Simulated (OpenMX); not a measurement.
## MnO2 under changes of volume

One of the cells (9.253 Å³/atom); the others are scaled copies at fixed shape and fractional positions:

```
CELL_PARAMETERS angstrom
4.40042 0.00000 0.00000
0.00000 4.40042 0.00000
0.00000 0.00000 2.86708
ATOMIC_POSITIONS crystal
Mn 0.50000 0.50000 0.50000
Mn 0.00000 0.00000 0.00000
O 0.80492 0.19508 0.50000
O 0.69508 0.69508 0.00000
O 0.19508 0.80492 0.50000
O 0.30492 0.30492 0.00000
```

The cell is a database's computed one.

| Property | Result |
| --- | --- |
| Program | OpenMX 3.8.5 |
| Functional | PBE |
| Potentials or basis | OpenMX 2013 PBE set, Mn6.0-s2p2d1, O6.0-s2p2, fixed grid of 54 × 54 × 35 points |
| k mesh | 7 × 7 × 9 |
| Occupations | fermi-dirac, width 0.05 eV |
| Spin | collinear spin, ferromagnetic start |
| Starting moments | [4.0, 4.0, 0.0, 0.0, 0.0, 0.0] μB |

```csv
volume (Å³/atom),energy over the lowest point (meV/atom),moment (μB per cell),largest force (eV/Å)
8.698,?,?,?
8.883,57.50,5.88,0.468
9.068,33.17,5.91,0.358
9.253,16.00,5.94,0.260
9.438,5.27,5.97,0.171
9.623,0.12,5.99,0.088
9.808,0.00,6.00,0.018
```

**Question.** What does the run at 8.698 Å³/atom give?

**Answer.** Energy over the lowest point 89.67 meV/atom; moment 5.82 μB per cell; largest force 0.581 eV/Å.

Worked out: A Birch-Murnaghan fit of order 3 (a polynomial in V^(-2/3)) to the other rows has its minimum at 9.72 Å³/atom with B0 = V·E''(V) = 213 GPa and B' = 5.4 at fixed shape and positions, which overstates the stiffness. It gives 89.98 meV/atom at 8.698 Å³/atom, against the run's 89.67. A parabola through the other rows of the moment, of slope 0.229 μB per Å³/atom there, extrapolates to 5.84 μB, against the run's 5.82. The fit is too stiff a form for this range.

Energies are extrapolated to zero smearing.

Caveats: the transition metal has a single d function, too few for pressures, volumes and moments; the basis of atomic orbitals isn't converged, which shifts pressures, moduli and gaps; only a ferromagnetic start was run, and an antiferromagnetic order may lie lower in energy.
